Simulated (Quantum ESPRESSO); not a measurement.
**Si3C in Quantum ESPRESSO: the effect of functional**

Crystal: Si3C.

```
Si C
1.0
     4.91480    0.00000    0.00000
    -2.45740    4.25634    0.00000
     0.00000    0.00000    2.43311
Si C
3 1
Cartesian
  2.4574 0.0000 1.2166
  -1.2287 2.1282 1.2166
  1.2287 2.1282 1.2166
  0.0000 0.0000 1.2166
```

The cell was built by a generator and needn't be a form met in nature.

Alike in all runs:

- Program: Quantum ESPRESSO 7.5
- Task: phonons
- Cutoff: 612 eV
- Density cutoff: 4898 eV
- k mesh: 6 × 6 × 11
- Occupations: cold, width 0.2 eV
- Spin: no spin polarisation

Each run relaxes the cell or the atoms first.

| functional | potentials or basis | relaxed volume (Å³/atom) | highest phonon frequency (cm⁻¹) |
| --- | --- | --- | --- |
| LDA | GBRV 1.5 LDA | 12.16 | 558 |
| PBE | GBRV 1.5 PBE | 12.68 | 529 |
| PBEsol | GBRV 1.5 PBEsol | ? | ? |
| RPBE | GBRV 1.5 PBE | 12.77 | 523 |
| AM05 | GBRV 1.5 PBE | 12.31 | 561 |
| revPBE | GBRV 1.5 PBE | 12.74 | 525 |
| vdW-DF-cx | GBRV 1.5 PBE | 12.60 | 537 |

Problem. What does the run with functional PBEsol give?

Solution. Relaxed volume 12.38 Å³/atom; highest phonon frequency 552 cm⁻¹.

Caveats: the mesh is thin for the phonons of a metal; some modes are imaginary; the potentials were made for another functional, which shifts forces and pressure (some runs).
